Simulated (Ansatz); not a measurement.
# C2H4FSi: the cost of one run

Method: RKS LDA/6-31G*, in Ansatz 0.2.0.

## Step 1: Starting point

Bond lengths: C1–C2 1.401 Å, C2–Si3 1.801 Å, Si3–F4 1.582 Å, C1–H5 1.092 Å, C1–H6 1.099 Å, C1–H7 1.117 Å, Si3–H8 1.437 Å. Angles: C1–C2–Si3 142.8°, C2–C1–H5 120.8°, C2–C1–H6 113.1°, C2–C1–H7 96.4°, H5–C1–H6 113.3°, H5–C1–H7 109.8°, H6–C1–H7 99.7°, C2–Si3–F4 104.9°, C2–Si3–H8 144.8°, F4–Si3–H8 109.3°.

Coordinates:

```xyz
8

C    -0.2486    1.3300   -0.2260
C    -0.4885   -0.0420   -0.0770
Si    0.2319   -1.5632    0.5631
F     0.7332   -2.3466   -0.7166
H     0.5146    1.8320    0.3726
H    -1.1699    1.9186   -0.3392
H     0.0783    1.2837   -1.2933
H     0.3490   -2.4125    1.7162
```

## Step 2: End point A

input.yaml

```yaml
crystal:
  periodic: [false, false, false]
  atoms:
    - { symbol: C, position_ang: [-0.24862, 1.32998, -0.22597] }
    - { symbol: C, position_ang: [-0.48851, -0.04195, -0.07697] }
    - { symbol: Si, position_ang: [0.23195, -1.56323, 0.56313] }
    - { symbol: F, position_ang: [0.73324, -2.34664, -0.71657] }
    - { symbol: H, position_ang: [0.51461, 1.83201, 0.37262] }
    - { symbol: H, position_ang: [-1.16994, 1.91857, -0.33917] }
    - { symbol: H, position_ang: [0.07829, 1.28373, -1.29325] }
    - { symbol: H, position_ang: [0.34898, -2.41247, 1.71617] }
total_charge: 1
basis:
  gaussian: { orbitals: "6-31G*" }
hamiltonian:
  xc: lda
relax:
  f_tol: 0.02
  max_steps: 50
```

Launch:

```
> ansatz run input.yaml --threads 1 --pin off --max-ram 2048MiB --backend cpu --events-out ev --progress --plain --runs-dir out
```

Q: Estimate wall time and peak memory on 1 thread of Arm Neoverse V1, shared host.

About 53 s, with a peak of 0.14 GiB.
